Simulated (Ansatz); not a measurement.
# Sb3Au: how settings move the results

An exercise on one series of results from a longer session: the logs are not shown, and one member is left open.

Program: Ansatz 0.2.0. Level of theory: DFT r2SCAN, scalar-relativistic, plane waves, PAW. These are calculated values, not measurements.

**Starting point**

Symmetry: Im-3m, No. 229, cubic system. The conventional cell has a = 6.080 Å, b = 6.080 Å, c = 6.080 Å, α = 90.00°, β = 90.00°, γ = 90.00°. Around Sb (site symmetry 4/mmm) lie 4 Sb at 3.04 Å and 2 Au at 3.04 Å. Around Au (site symmetry m-3m) lie 6 Sb at 3.04 Å.

Coordinates:

```
Sb Au
1.0
    -3.04000    3.04000    3.04000
     3.04000   -3.04000    3.04000
     3.04000    3.04000   -3.04000
Sb Au
3 1
Direct
  0.00000 0.50000 0.50000
  0.50000 0.00000 0.50000
  0.50000 0.50000 0.00000
  0.00000 0.00000 0.00000
```

Source of the structure: the Crystallography Open Database. It is taken as it stands there.

Set-up of the first run:

input.yaml

```yaml
crystal:
  lattice:
    - [-3.04, 3.04, 3.04]
    - [3.04, -3.04, 3.04]
    - [3.04, 3.04, -3.04]
  atoms:
    - { symbol: Sb, position: [0.0, 0.5, 0.5] }
    - { symbol: Sb, position: [0.5, 0.0, 0.5] }
    - { symbol: Sb, position: [0.5, 0.5, 0.0] }
    - { symbol: Au, position: [0.0, 0.0, 0.0] }
basis:
  ecutwfc: 500
kpoints:
  mp_grid: { grid: [4, 4, 4] }
hamiltonian:
  xc: r2scan
scf:
  occupations: { method: gaussian, width: 0.1 }
output:
  forces: true
  stress: true
  eigenvalues: true
```

Steps of the session up to this table: Quick check of gap, pressure and forces; The base run, for reference; K-point mesh: 1×1×1; K-point mesh: 2×2×2; K-point mesh set to 4×4×4; K-point mesh set to 6×6×6; K-point mesh set to 8×8×8; K-point mesh set to 12×12×12; K-point mesh: 14×14×14; K-point mesh: 16×16×16.

One of the session's tables, all rows but one given; the rest of the session is left out.

It belongs to the step «What the k-point mesh changes». 

```
    mesh  ΔE (meV/atom)
   1×1×1            665
   2×2×2            315
   4×4×4           95.2
   6×6×6           21.9
   8×8×8              ?
10×10×10          -1.29
12×12×12          -0.36
14×14×14          -2.78
16×16×16           0.00
```

Q: Estimate the row for 8×8×8 from the others.

As computed: ΔE (meV/atom): 6.06. In the column «ΔE (meV/atom)» it lies between 16×16×16 (0.00) and 6×6×6 (21.9).

Limits of these values: The energy still moves by 2.78 meV/atom between the last two values of the k-point mesh, so 1 meV/atom is not shown to be reached. The error changes sign along the series, since a k mesh isn't variational, and a metal needs dense meshes to resolve its Fermi surface.
